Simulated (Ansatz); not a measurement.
# CH4Zn: ionisation energy by level of theory

An exercise on one series of results from a longer session: the logs are not shown, and one member is left open.

Program: Ansatz 0.2.0, Gaussian basis. Level of theory: unrestricted cation, the program's frozen cores in correlated methods. These are calculated values, not measurements.

Plan: UKS PBE-D4/def2-TZVPP; UKS r2SCAN-D4/def2-TZVPP; UKS PBE0-D4/def2-TZVPP; UKS B3LYP-D4/def2-TZVPP; UKS wB97X-V/def2-TZVPP; UKS wB97M-V/def2-TZVPP; UKS B2PLYP (frozen core with 3s3p of Cu, Zn)/def2-TZVPP; UHF-CCSD(T) with 3s3p of Cu, Zn/def2-TZVPP; UHF-MP2 with 3s3p of Cu, Zn/def2-QZVPP; extrapolation to the limit; then −ε(HOMO) from the neutral's earlier runs with LDA (SPW92), PBE-D4, revPBE-D4, BLYP-D4, r2SCAN-D4, B97M-V, PBE0-D4, B3LYP-D4, r2SCANh-D4, r2SCAN0-D4, HSE06-D4, BHLYP-D4, CAM-B3LYP-D4, LC-ωPBE, ωB97X-V, ωB97M-V.

## The relaxed structure

The geometry comes from an earlier relaxation with PBE0-D4 in a triple-zeta def2 set; it is a stationary point.

SMILES `[CH3][ZnH]`, 6 atoms, charge 0, spin multiplicity 1.

Atoms are counted from 1 here; the program's logs count them from 0.

Bond lengths: C1–Zn2 1.942 Å, C1–H3 1.093 Å, C1–H4 1.093 Å, C1–H5 1.093 Å, Zn2–H6 1.544 Å. Angles: Zn2–C1–H3 111.1°, Zn2–C1–H4 111.1°, Zn2–C1–H5 111.1°, H3–C1–H4 107.8°, H3–C1–H5 107.8°, H4–C1–H5 107.8°, C1–Zn2–H6 180.0°.

Geometry (Å):

```xyz
6

C    -0.16375   -0.41342   -0.56457
Zn    0.30441    0.69083    0.96223
H     0.63069   -1.12988   -0.78961
H    -1.08016   -0.97838   -0.37457
H    -0.32599    0.19767   -1.45639
H     0.67680    1.56919    2.17672
```

The first run:

in.yaml

```yaml
crystal:
  periodic: [false, false, false]
  atoms:
    - {symbol: C, position_ang: [-0.163748, -0.413417, -0.564567]}
    - {symbol: Zn, position_ang: [0.304409, 0.690826, 0.962228]}
    - {symbol: H, position_ang: [0.630687, -1.129881, -0.789611]}
    - {symbol: H, position_ang: [-1.080158, -0.978385, -0.374575]}
    - {symbol: H, position_ang: [-0.325986, 0.197665, -1.456392]}
    - {symbol: H, position_ang: [0.676795, 1.569192, 2.176718]}
basis:
  gaussian: {orbitals: def2-TZVPP}
total_charge: 1
magnetization: {spin_polarized: true, initial_magnetization: 1}
hamiltonian: {xc: pbe, dispersion: d4}
```

Command:

```bash
$ ansatz run in.yaml --threads 4 --pin off --events-out ev --progress --plain --max-ram 10444MiB
```

Among the steps run: Cation, UKS PBE-D4/def2-TZVPP; Cation, UKS r2SCAN-D4/def2-TZVPP; Cation, UKS PBE0-D4/def2-TZVPP; Cation, UKS B3LYP-D4/def2-TZVPP; Cation, UKS wB97X-V/def2-TZVPP; Cation, UKS wB97M-V/def2-TZVPP; Cation, UKS B2PLYP (frozen core with 3s3p of Cu, Zn)/def2-TZVPP; Cation, UHF-CCSD(T) with 3s3p of Cu, Zn/def2-TZVPP; Cation, UHF-MP2 with 3s3p of Cu, Zn/def2-QZVPP.

One table of the session follows, with a row left open; its other results are not shown here.

For comparison, −ε(HOMO) of the neutral from earlier runs:

```
  functional  −ε(HOMO) (eV)
 LDA (SPW92)           6.51
      PBE-D4              ?
   revPBE-D4           6.32
     BLYP-D4           6.25
   r2SCAN-D4           6.62
      B97M-V           6.64
     PBE0-D4           7.51
    B3LYP-D4           7.32
  r2SCANh-D4           7.04
  r2SCAN0-D4           7.68
    HSE06-D4           7.11
    BHLYP-D4           8.57
CAM-B3LYP-D4           8.88
     LC-ωPBE          10.29
     ωB97X-V           9.87
     ωB97M-V           9.72
```

**Question.** Estimate the row for PBE-D4.

The run gave: −ε(HOMO) (eV): 6.37. In the column «−ε(HOMO) (eV)» it lies between revPBE-D4 (6.32) and LDA (SPW92) (6.51).
